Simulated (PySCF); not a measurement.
# B at other levels of theory

What do other methods print for B?

The runs use PySCF 2.14.0; each script names its method and basis.

1 further run of the same task is left out (it didn't finish).

### 1 The atom

B: 1 atom, charge 0, spin multiplicity 2.

### 2 The run that the others are compared with

Input file input.py:

```python
from pyscf import gto, scf, mp

mol = gto.M(
    atom='B 0 0 0',
    basis='cc-pcvtz',
    charge=0,
    spin=1,
    verbose=3,
)
mf = scf.UHF(mol)
mf.kernel()
mp.MP2(mf).kernel()
mf.dip_moment()
print('orbital energies (hartree):', [e[max(0, n-3):n+3].round(4) for e, n in zip(mf.mo_energy, mol.nelec)])
```

Run with:

```sh
python input.py
```

### 3 SCF alone

Variant 1 changes step after the SCF: mp2 → none.

Edit input.py of step 2 so:

```diff
@@ -1,2 +1,2 @@
-from pyscf import gto, scf, mp
+from pyscf import gto, scf
 
@@ -11,3 +11,2 @@
 mf.kernel()
-mp.MP2(mf).kernel()
 mf.dip_moment()
```

### 4 EOM-IP

Variant 2 changes step after the SCF: mp2 → eomip; frozen orbitals: none → 1; number of roots: none → 3.

Edit input.py of step 2 so:

```diff
@@ -1,2 +1,2 @@
-from pyscf import gto, scf, mp
+from pyscf import gto, scf, cc
 
@@ -11,3 +11,6 @@
 mf.kernel()
-mp.MP2(mf).kernel()
+mycc = cc.CCSD(mf, frozen=1)
+mycc.kernel()
+e = mycc.ipccsd(nroots=3)[0]
+print('roots (eV) =', (e*27.211386).round(3))
 mf.dip_moment()
```

### 5 CASCI (ROHF)

Variant 3 changes step after the SCF: mp2 → casci; SCF type: UHF → ROHF; active space: none → 1 electrons in 8 orbitals.

Input file input.py:

```python
from pyscf import gto, scf, mcscf

mol = gto.M(
    atom='B 0 0 0',
    basis='cc-pcvtz',
    charge=0,
    spin=1,
    verbose=3,
)
mf = scf.ROHF(mol)
mf.kernel()
mc = mcscf.CASCI(mf, 8, 1)
mc.kernel()
mc.analyze()
mf.dip_moment()
print('orbital energies (hartree):', mf.mo_energy[..., max(0, mol.nelec[1]-3):mol.nelec[0]+3].round(4))
```

### 6 NEVPT2 (ROHF)

Variant 4 changes step after the SCF: mp2 → nevpt2; SCF type: UHF → ROHF; active space: none → 3 electrons in 4 orbitals.

Input file input.py:

```python
from pyscf import gto, scf, mcscf, mrpt

mol = gto.M(
    atom='B 0 0 0',
    basis='cc-pcvtz',
    charge=0,
    spin=1,
    verbose=3,
)
mf = scf.ROHF(mol)
mf.kernel()
mc = mcscf.CASSCF(mf, 4, 3)
mc.kernel()
mc.analyze()
mrpt.NEVPT(mc).kernel()
mf.dip_moment()
print('orbital energies (hartree):', mf.mo_energy[..., max(0, mol.nelec[1]-3):mol.nelec[0]+3].round(4))
```

### 7 MP2

Variant 5 changes frozen orbitals: none → 1.

Edit input.py of step 2 so:

```diff
@@ -11,3 +11,3 @@
 mf.kernel()
-mp.MP2(mf).kernel()
+mp.MP2(mf, frozen=1).kernel()
 mf.dip_moment()
```

Q: Predict the outcome of this session. Wanted: for each run, E(SCF); from base; gap, α spin; after the SCF.

As calculated:

```csv
run,E(SCF) (hartree),from base (eV),"gap, α spin (eV)",after the SCF
base,-24.532094,0,9.92,MP2 correlation -2.402 eV
SCF alone,-24.532094,0.0000,9.92,n/a
EOM-IP,-24.532094,0.0000,9.92,"CCSD correlation -1.775 eV, core frozen, first root 8.29 eV"
CASCI (ROHF),-24.528157,+0.1071,n/a,CASCI correlation 0.000 eV (this space leaves nothing to correlate)
NEVPT2 (ROHF),-24.528157,+0.1071,n/a,"NEVPT2 correlation -2.863 eV (from the SCF energy, the CASSCF gain included)"
MP2,-24.532094,0.0000,9.92,"MP2 correlation -1.220 eV, core frozen"
```

In words: Total energies from different bases, Hamiltonians or methods carry different errors, so properties are taken as differences within one set-up.
